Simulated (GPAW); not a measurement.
# TaTe (Pm-3m) in GPAW: convergence with smearing width (eV)

Aim: find how far smearing width (eV) must go before the results for TaTe settle, at PBE. This setting moves, with any that are tied to it; all else stays.

Everything below comes from runs of GPAW 26.7.0. Logs are shortened: lines on timing, memory, paths and dates and some standing lists are left out, and cuts for length are marked. The log counts tension as positive stress, the text compression.

### 1 Starting point

It takes space group Pm-3m (No. 221, cubic). The conventional cell has a = 3.420 Å, b = 3.420 Å, c = 3.420 Å, α = 90.00°, β = 90.00°, γ = 90.00°. Ta (site symmetry m-3m) is surrounded by 8 Te at 2.96 Å. Te (site symmetry m-3m) is surrounded by 8 Ta at 2.96 Å.

The cell was built by a generator and needn't be a form met in nature.

### 2 With smearing width (eV) 0.5

run.py

```python
from ase import Atoms
from ase.dft.bandgap import bandgap
from ase.io import write
from ase.units import GPa
from gpaw import GPAW, PW

atoms = Atoms(['Ta', 'Te'],
              cell=[[3.42009, 0.0, 0.0],
                    [0.0, 3.42009, 0.0],
                    [0.0, 0.0, 3.42009]],
              scaled_positions=[[0.5, 0.5, 0.5],
                                [0.0, 0.0, 0.0]],
              pbc=True)

calc = GPAW(mode=PW(600),
            xc='PBE',
            kpts={'size': (8, 8, 8), 'gamma': True},
            occupations={'name': 'methfessel-paxton', 'order': 0, 'width': 0.5},
            nbands=20,
            convergence={'density': 1e-05, 'energy': 1e-05},
            maxiter=100,
            txt='gpaw.txt')
atoms.calc = calc
energy = atoms.get_potential_energy()
forces = atoms.get_forces()
stress = atoms.get_stress()
calc.write('gs.gpw')
write('result.traj', atoms)
print(f'Energy: {energy:.6f} eV')
print('Forces (eV/A):')
print(forces.round(4))
print('Stress (GPa):', (stress / GPa).round(3))
print('Fermi level:', round(calc.get_fermi_level(), 4), 'eV')
print(f'Gap: {bandgap(calc)[0]:.4f} eV, direct: {bandgap(calc, direct=True)[0]:.4f} eV')
```

Potentials or basis: GPAW PAW data sets (gpaw-data 1.2.1), pw.

Run with:

```console
> OMP_NUM_THREADS=1 python run.py
```

gpaw.txt:

```text
__  _  _
 | _ |_)|_||  |
 |__||  | ||/\| - 26.7.0

Input parameters:
  mode=PW(ecut=600.0),
  convergence={'density': 1e-05, 'energy': 1e-05},
  kpts=MonkhorstPack(size=(8, 8, 8), gamma=True),
  maxiter=100,
  nbands=20,
  occupations=Occupations(name='methfessel-paxton', order=0, width=0.5),
  xc=XC(name='PBE')

Diagonalizing LCAO Hamiltonian
Converting LCAO to pw mode
   .-------.
  /|       |
 * |       |
 | |  Ta   |
 | .-------.
 |/       /
 Te------*

Atoms  # Å, Bohr magnetons
|   | symbol |        x |        y |        z |    initial magnetic moments |
|---|--------|----------|----------|----------|-----------------------------|
| 0 |     Ta | 1.710045 | 1.710045 | 1.710045 | ( 0.0000,  0.0000,  0.0000) |
| 1 |     Te | 0.000000 | 0.000000 | 0.000000 | ( 0.0000,  0.0000,  0.0000) |

Unit cell  # Å
| periodic |        x |        y |        z |  lengths |    angles |
|----------|----------|----------|----------|----------|-----------|
|      yes | 3.420090 | 0.000000 | 0.000000 | 3.420090 | 90.000000 |
|      yes | 0.000000 | 3.420090 | 0.000000 | 3.420090 | 90.000000 |
|      yes | 0.000000 | 0.000000 | 3.420090 | 3.420090 | 90.000000 |

Number of symmetries: 48
Symmetry operations  # r_c * U_cc + t_c -> r_c
|    | kind |            matrix            |
|----|------|------------------------------|
|  0 |  E   |  1, 0, 0,  0, 1, 0,  0, 0, 1 |
|  1 |  σ   |  1, 0, 0,  0, 1, 0,  0, 0,-1 |
|  2 |  σ   |  1, 0, 0,  0, 0, 1,  0, 1, 0 |
|  3 |  C4  |  1, 0, 0,  0, 0, 1,  0,-1, 0 |
|  4 |  C4  |  1, 0, 0,  0, 0,-1,  0, 1, 0 |
|  5 |  σ   |  1, 0, 0,  0, 0,-1,  0,-1, 0 |
|  6 |  σ   |  1, 0, 0,  0,-1, 0,  0, 0, 1 |
|  7 |  C2  |  1, 0, 0,  0,-1, 0,  0, 0,-1 |
|  8 |  σ   |  0, 1, 0,  1, 0, 0,  0, 0, 1 |
|  9 |  C2  |  0, 1, 0,  1, 0, 0,  0, 0,-1 |
| 10 |  C3  |  0, 1, 0,  0, 0, 1,  1, 0, 0 |
| 11 |  S6  |  0, 1, 0,  0, 0, 1, -1, 0, 0 |
| 12 |  S6  |  0, 1, 0,  0, 0,-1,  1, 0, 0 |
| 13 |  C3  |  0, 1, 0,  0, 0,-1, -1, 0, 0 |
| 14 |  C4  |  0, 1, 0, -1, 0, 0,  0, 0, 1 |
| 15 |  S4  |  0, 1, 0, -1, 0, 0,  0, 0,-1 |
| 16 |  C3  |  0, 0, 1,  1, 0, 0,  0, 1, 0 |
| 17 |  S6  |  0, 0, 1,  1, 0, 0,  0,-1, 0 |
| 18 |  σ   |  0, 0, 1,  0, 1, 0,  1, 0, 0 |
| 19 |  C4  |  0, 0, 1,  0, 1, 0, -1, 0, 0 |
| 20 |  C2  |  0, 0, 1,  0,-1, 0,  1, 0, 0 |
| 21 |  S4  |  0, 0, 1,  0,-1, 0, -1, 0, 0 |
| 22 |  S6  |  0, 0, 1, -1, 0, 0,  0, 1, 0 |
| 23 |  C3  |  0, 0, 1, -1, 0, 0,  0,-1, 0 |
| 24 |  S6  |  0, 0,-1,  1, 0, 0,  0, 1, 0 |
| 25 |  C3  |  0, 0,-1,  1, 0, 0,  0,-1, 0 |
| 26 |  C4  |  0, 0,-1,  0, 1, 0,  1, 0, 0 |
| 27 |  σ   |  0, 0,-1,  0, 1, 0, -1, 0, 0 |
| 28 |  S4  |  0, 0,-1,  0,-1, 0,  1, 0, 0 |
| 29 |  C2  |  0, 0,-1,  0,-1, 0, -1, 0, 0 |
| 30 |  C3  |  0, 0,-1, -1, 0, 0,  0, 1, 0 |
| 31 |  S6  |  0, 0,-1, -1, 0, 0,  0,-1, 0 |
| 32 |  C4  |  0,-1, 0,  1, 0, 0,  0, 0, 1 |
| 33 |  S4  |  0,-1, 0,  1, 0, 0,  0, 0,-1 |
| 34 |  S6  |  0,-1, 0,  0, 0, 1,  1, 0, 0 |
| 35 |  C3  |  0,-1, 0,  0, 0, 1, -1, 0, 0 |
| 36 |  C3  |  0,-1, 0,  0, 0,-1,  1, 0, 0 |
| 37 |  S6  |  0,-1, 0,  0, 0,-1, -1, 0, 0 |
| 38 |  σ   |  0,-1, 0, -1, 0, 0,  0, 0, 1 |
| 39 |  C2  |  0,-1, 0, -1, 0, 0,  0, 0,-1 |
| 40 |  σ   | -1, 0, 0,  0, 1, 0,  0, 0, 1 |
| 41 |  C2  | -1, 0, 0,  0, 1, 0,  0, 0,-1 |
| 42 |  C2  | -1, 0, 0,  0, 0, 1,  0, 1, 0 |
| 43 |  S4  | -1, 0, 0,  0, 0, 1,  0,-1, 0 |
| 44 |  S4  | -1, 0, 0,  0, 0,-1,  0, 1, 0 |
| 45 |  C2  | -1, 0, 0,  0, 0,-1,  0,-1, 0 |
| 46 |  C2  | -1, 0, 0,  0,-1, 0,  0, 0, 1 |
| 47 |  i   | -1, 0, 0,  0,-1, 0,  0, 0,-1 |

BZ-sampling:
  Number of BZ points: 512
  Number of IBZ points: 35

  Monkhorst-Pack size: [8, 8, 8]
  Monkhorst-Pack shift: [0.0625, 0.0625, 0.0625]

K-points  # in reciprocal-cell coordinates
|     |                                coordinates |     weight |
|-----|--------------------------------------------|------------|
|   0 | (  0.00000000,   0.00000000,   0.00000000) | 0.00195312 |
|   1 | (  0.12500000,   0.00000000,   0.00000000) | 0.01171875 |
|   2 | (  0.12500000,   0.12500000,   0.00000000) | 0.02343750 |
|   3 | (  0.12500000,   0.12500000,   0.12500000) | 0.01562500 |
|   4 | (  0.25000000,   0.00000000,   0.00000000) | 0.01171875 |
|   5 | (  0.25000000,   0.12500000,   0.00000000) | 0.04687500 |
|   6 | (  0.25000000,   0.12500000,   0.12500000) | 0.04687500 |
|   7 | (  0.25000000,   0.25000000,   0.00000000) | 0.02343750 |
|   8 | (  0.25000000,   0.25000000,   0.12500000) | 0.04687500 |
|   9 | (  0.25000000,   0.25000000,   0.25000000) | 0.01562500 |
| ... |                                            |            |
|  34 | (  0.50000000,   0.50000000,   0.50000000) | 0.00195312 |

Plane wave coefficients: 1357
Cutoff: 600.0 eV

Spin-components: 1 (collinear spins)
Bands:           20
Projectors:      11
Spin-degeneracy: 2
Datatype:        complex128

Parallelization:
  kpt:    1
  domain: 1
  band:   1

Density:
  Valence electrons: 19.0
  Components: 1
  Grid points: [20 20 20]
  Charge: 0.0  # |e|

Potential:
  Grid points: [20 20 20]

species:
  Ta:
    name:    Tantalum
    Z:       73.0
    valence: 13
    core:    60
    charge:  0.0  # [|e|]
    compensation charges:
      type: gauss
      rc: 0.42  # [Å]
      lmax: 2
    cutoffs:
      filter: 2.36  # [Å]
      core: 3.45  # [Å]
    projectors
    | kind |    occ | energy [eV] | rcut [Å] |
    |------|--------|-------------|----------|
    |   5s |  2.000 |     -72.790 |    1.365 |
    |   6s |  2.000 |      -5.429 |    1.365 |
    |   5p |  6.000 |     -39.427 |    1.349 |
    |   6p |  0.000 |      -1.396 |    1.349 |
    |   5d |  3.000 |      -3.603 |    1.307 |
    |    d |        |      23.609 |    1.307 |

    Using partial waves for Ta as LCAO basis

  Te:
    name:    Tellurium
    Z:       52.0
    valence: 6
    core:    46
    charge:  0.0  # [|e|]
    compensation charges:
      type: gauss
      rc: 0.36  # [Å]
      lmax: 2
    cutoffs:
      filter: 2.09  # [Å]
      core: 3.17  # [Å]
    projectors
    | kind |    occ | energy [eV] | rcut [Å] |
    |------|--------|-------------|----------|
    |   5s |  2.000 |     -15.089 |    1.180 |
    |   5p |  4.000 |      -5.955 |    1.196 |
    |    s |        |      12.123 |    1.180 |
    |    p |        |      21.256 |    1.196 |
    |    d |        |       0.000 |    1.238 |

    Using partial waves for Te as LCAO basis

Reference energy: -608963.124835  # eV

eigensolver:
  PPCG
  Converge bands: occupied
  niter=2

density mixing:
  MSR1-Mixer
  Pratt-step length: 0.05
  Maximum mixing coefficient: 0.75
  Old densities: 10
  SVD Regularization: 0.005
  Good broyden scale: 1.0
  Trust region scale: 1.0
  Backstep threshold: 4.0
  History deletion threshold: 6.0
  Fourier metric: weight=20.0, sigma=0.015

occupation numbers:
  Methfessel-Paxton:
    width: 0.5000  # eV
    order: 0

poisson solver:
  ecut: 4800.0  # eV

xc functional:
  name: PBE with 2 nearest neighbor stencil

convergence criteria:
- Maximum integral of absolute [dens]ity change: 1e-05 electrons / valence electron
- Maximum [total energy] change in last 3 cyles: 1e-05 eV / valence electron
- Maximum integral of absolute [eigenst]ate change: 4e-08 eV^2 / valence electron
maximum number of iterations: 100

SCF iterations
|iter     | |      energy | eigst |  dens |
|---------|-|-------------|-------|-------|
|iter:   1| |  -12.787398 | +0.14 |       |
|iter:   2| |  -12.784994 | -2.17 | -1.33 |
|iter:   3| |  -12.722590 | -2.31 | -1.35 |
|iter:   4| |  -12.725921 | -3.65 | -1.94 |
|iter:   5| |  -12.726691 | -4.13 | -2.37 |
|iter:   6| |  -12.726682 | -4.93 | -2.81 |
|iter:   7| |  -12.726681c| -7.04 | -3.76 |
|iter:   8| |  -12.726681c| -7.67c| -4.16 |
|iter:   9| |  -12.726681c| -9.31c| -5.48c|

Converged in 9 steps
Energy contributions relative to reference atoms: (reference = -608963.124835)

Energy contributions:
  Kinetic:          10.394625
  Coulomb:          -8.094681
  Zero:             -0.206572
  External:          0.000000
  Xc:              -14.696950
  Entropy:          -0.246208
  Spinorbit:         0.000000
  ----------------------------
  Free energy:     -12.849785
  Extrapolated:    -12.726681

dipole moment: (-14.521889, -14.521889, -14.521889)  # |e|*Ang

Fermi level: 12.392
Eigenvalues  # (at kpt = [0.000, 0.000, 0.000])
| band index |      eig [eV] | occ [0-2] |
|------------|---------------|-----------|
|          0 |       -55.967 |     2.000 |
|        ... |               |           |
|          2 |       -22.613 |     2.000 |
|          3 |       -22.613 |     2.000 |
|          4 |        -2.483 |     2.000 |
|          5 |         9.552 |     2.000 |
|          6 |         9.552 |     2.000 |
|          7 |        10.894 |     2.000 |
[... 8 lines left out ...]
|         16 |        24.729 |     0.000 |
|         17 |        24.729 |     0.000 |
|        ... |               |           |
|         19 |        27.530 |     0.000 |

No gap
No difference between direct/indirect transitions

Forces  # eV/Ang
|        x |        y |        z |
|----------|----------|----------|
| -0.00000 | -0.00000 | -0.00000 |  # Ta   0
|  0.00000 |  0.00000 |  0.00000 |  # Te   1

Stress tensor  # eV/Ang^3
|         x |         y |         z |
|-----------|-----------|-----------|
| -0.000515 |  0.000000 |  0.000000 |
|  0.000000 | -0.000515 |  0.000000 |
|  0.000000 |  0.000000 | -0.000515 |

# Writing to gs.gpw (mode='')
```

It took 14 s on 1 thread of Arm Neoverse V1, shared host; peak memory 0.15 GiB.

What came out:

```yaml
Free_energy: -12.8498 eV
Pressure: 0.1 GPa
Band_gap_on_the_k_mesh: none (metal or under the smearing width)
```

### 3 With smearing width (eV) 0.3

Edit run.py of step 2 so:

```diff
@@ -17,3 +17,3 @@
             kpts={'size': (8, 8, 8), 'gamma': True},
-            occupations={'name': 'methfessel-paxton', 'order': 0, 'width': 0.5},
+            occupations={'name': 'methfessel-paxton', 'order': 0, 'width': 0.3},
             nbands=20,
```

Potentials or basis: GPAW PAW data sets (gpaw-data 1.2.1), pw.

Run with:

```console
> OMP_NUM_THREADS=1 python run.py
```

Run time: 14 s. Hardware: 1 thread of Arm Neoverse V1, shared host; peak memory 0.15 GiB.

What came out:

| Quantity | Value |
| --- | --- |
| Free energy | -12.7640 eV |
| Pressure | -0.3 GPa |
| Band gap on the k mesh | none (metal or under the smearing width) |

### 4 With smearing width (eV) 0.2

Edit run.py of step 3 so:

```diff
@@ -17,3 +17,3 @@
             kpts={'size': (8, 8, 8), 'gamma': True},
-            occupations={'name': 'methfessel-paxton', 'order': 0, 'width': 0.3},
+            occupations={'name': 'methfessel-paxton', 'order': 0, 'width': 0.2},
             nbands=20,
```

Run with:

```console
> OMP_NUM_THREADS=1 python run.py
```

Wall time 14 s (1 thread of Arm Neoverse V1, shared host); peak memory 0.15 GiB.

The run converged. Its results:

* Free energy: -12.7322 eV
* Pressure: -0.5 GPa
* Band gap on the k mesh: none (metal or under the smearing width)

### 5 With smearing width (eV) 0.15

Edit run.py of step 4 so:

```diff
@@ -17,3 +17,3 @@
             kpts={'size': (8, 8, 8), 'gamma': True},
-            occupations={'name': 'methfessel-paxton', 'order': 0, 'width': 0.2},
+            occupations={'name': 'methfessel-paxton', 'order': 0, 'width': 0.15},
             nbands=20,
```

Run with:

```console
> OMP_NUM_THREADS=1 python run.py
```

Run time: 14 s. Hardware: 1 thread of Arm Neoverse V1, shared host; peak memory 0.15 GiB.

The run converged. Its results:

* Free energy: -12.7190 eV
* Pressure: -0.5 GPa
* Band gap on the k mesh: none (metal or under the smearing width)

### 6 With smearing width (eV) 0.1

Edit run.py of step 5 so:

```diff
@@ -17,3 +17,3 @@
             kpts={'size': (8, 8, 8), 'gamma': True},
-            occupations={'name': 'methfessel-paxton', 'order': 0, 'width': 0.15},
+            occupations={'name': 'methfessel-paxton', 'order': 0, 'width': 0.1},
             nbands=20,
```

Potentials or basis: GPAW PAW data sets (gpaw-data 1.2.1), pw.

Run with:

```console
> OMP_NUM_THREADS=1 python run.py
```

It took 14 s on 1 thread of Arm Neoverse V1, shared host; peak memory 0.15 GiB.

It converged, with:

```yaml
Free_energy: -12.7076 eV
Pressure: -0.5 GPa
Band_gap_on_the_k_mesh: none (metal or under the smearing width)
```

### 7 With smearing width (eV) 0.05

Edit run.py of step 6 so:

```diff
@@ -17,3 +17,3 @@
             kpts={'size': (8, 8, 8), 'gamma': True},
-            occupations={'name': 'methfessel-paxton', 'order': 0, 'width': 0.1},
+            occupations={'name': 'methfessel-paxton', 'order': 0, 'width': 0.05},
             nbands=20,
```

Run with:

```console
> OMP_NUM_THREADS=1 python run.py
```

Run time: 14 s. Hardware: 1 thread of Arm Neoverse V1, shared host; peak memory 0.15 GiB.

Results (log left out):

* Free energy: -12.6991 eV
* Pressure: -0.6 GPa
* Band gap on the k mesh: none (metal or under the smearing width)

### 8 With smearing width (eV) 0.025

Edit run.py of step 7 so:

```diff
@@ -17,3 +17,3 @@
             kpts={'size': (8, 8, 8), 'gamma': True},
-            occupations={'name': 'methfessel-paxton', 'order': 0, 'width': 0.05},
+            occupations={'name': 'methfessel-paxton', 'order': 0, 'width': 0.025},
             nbands=20,
```

Run with:

```console
> OMP_NUM_THREADS=1 python run.py
```

It took 14 s on 1 thread of Arm Neoverse V1, shared host; peak memory 0.15 GiB.

It converged, with:

- Free energy: -12.6961 eV
- Pressure: -0.7 GPa
- Band gap on the k mesh: none (metal or under the smearing width)

### 9 With smearing width (eV) 0.01

Edit run.py of step 8 so:

```diff
@@ -17,3 +17,3 @@
             kpts={'size': (8, 8, 8), 'gamma': True},
-            occupations={'name': 'methfessel-paxton', 'order': 0, 'width': 0.025},
+            occupations={'name': 'methfessel-paxton', 'order': 0, 'width': 0.01},
             nbands=20,
```

Potentials or basis: GPAW PAW data sets (gpaw-data 1.2.1), pw.

Run with:

```console
> OMP_NUM_THREADS=1 python run.py
```

Wall time 14 s (1 thread of Arm Neoverse V1, shared host); peak memory 0.15 GiB.

It converged, with:

| Property | Result |
| --- | --- |
| Free energy | -12.6950 eV |
| Pressure | -0.7 GPa |
| Band gap on the k mesh | none (metal or under the smearing width) |

### 10 Summary

| smearing width (eV) | energy less the tightest run, at zero smearing (meV/atom) | pressure (GPa) | SCF cycles | CPU time (s) | peak memory (GiB) |
| --- | --- | --- | --- | --- | --- |
| 0.5 | -15.99 | 0.08 | 9 | 14 | 0.15 |
| 0.3 | -7.83 | -0.30 | 9 | 14 | 0.15 |
| 0.2 | -4.71 | -0.45 | 9 | 14 | 0.15 |
| 0.15 | -2.89 | -0.50 | 9 | 14 | 0.15 |
| 0.1 | -1.37 | -0.54 | 9 | 14 | 0.15 |
| 0.05 | -0.45 | -0.61 | 9 | 14 | 0.15 |
| 0.025 | -0.10 | -0.66 | 9 | 14 | 0.15 |
| 0.01 | 0.00 | -0.68 | 9 | 14 | 0.15 |

Against the tightest run, the energy stays within 1 meV/atom from 0.05 on; the pressure stays within 0.1 GPa from 0.05 on. Narrower smearing needs a denser k mesh, so at a fixed mesh the narrowest width isn't the most accurate. The tightest run that finished is the yardstick and may itself not be fully converged.
